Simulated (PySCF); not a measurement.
# C2H4N2SeSi: electronic excitations

What electronic excitations should C2H4N2SeSi (`[SiH3]c1cn[se]n1`) show?

Computed with PySCF 2.14.0, with density-fitted response routines of our own, on a single molecule in the gas phase. Atoms are numbered from 0 throughout.

**1. Starting geometry**

10 atoms, charge 0, multiplicity 1; geometry from: GFN2-xTB.

Bonds of the start (Å): Si0–C1 1.88, C1–C2 1.42, C2–N3 1.31, N3–Se4 1.77, Se4–N5 1.77, N5–C1 1.31, Si0–H6 1.47, Si0–H7 1.46, Si0–H8 1.46, C2–H9 1.08.

**2. Ultraviolet spectrum: PBE0/def2-SVPD**

What the job is given:

```
{"job": {"kind": "uv", "xc": "PBE0", "basis": "def2-SVPD", "nstates": 8, "ntriplets": 3}, "charge": 0, "multiplicity": 1}
Si    -1.599053     0.166233    -0.420656
C      0.174696    -0.281762     0.032902
C      1.224283     0.631632     0.315710
N      2.377218     0.103580     0.624786
Se     2.235282    -1.655619     0.583109
N      0.528869    -1.540638     0.125426
H     -1.540928     1.450526    -1.124727
H     -2.155208    -0.882553    -1.267773
H     -2.358668     0.309433     0.823174
H      1.122391     1.703822     0.285521
```

Method: TDDFT PBE0/def2-SVPD, vertical, gas phase, core orbitals frozen in the response.

The run is started by

```
$ OMP_NUM_THREADS=1 python probes_run.py task.json out
```

The driver reads the jobs from task.json and runs them one after another.

What will the session give for the following? lowest singlet (PBE0/def2-SVPD); brightest single state of those computed; lowest triplet. Wanted: lowest singlet; brightest single state of those computed; lowest triplet.

As calculated:

| quantity | value |
| --- | --- |
| lowest singlet (PBE0/def2-SVPD) | 4.48 eV (277 nm), f = 0.000 |
| brightest single state of those computed | state 2, 4.96 eV, f = 0.155 |
| lowest triplet | 3.55 eV |

**Reading.** The first singlet state (HOMO−1→LUMO 0.98) lies at 4.48 eV and is dark; of the 8 states computed, the strongest absorption comes from state 2 at 4.96 eV. The lowest triplet lies 0.93 eV below the lowest singlet (triplets in Tamm-Dancoff, singlets in full TDDFT).
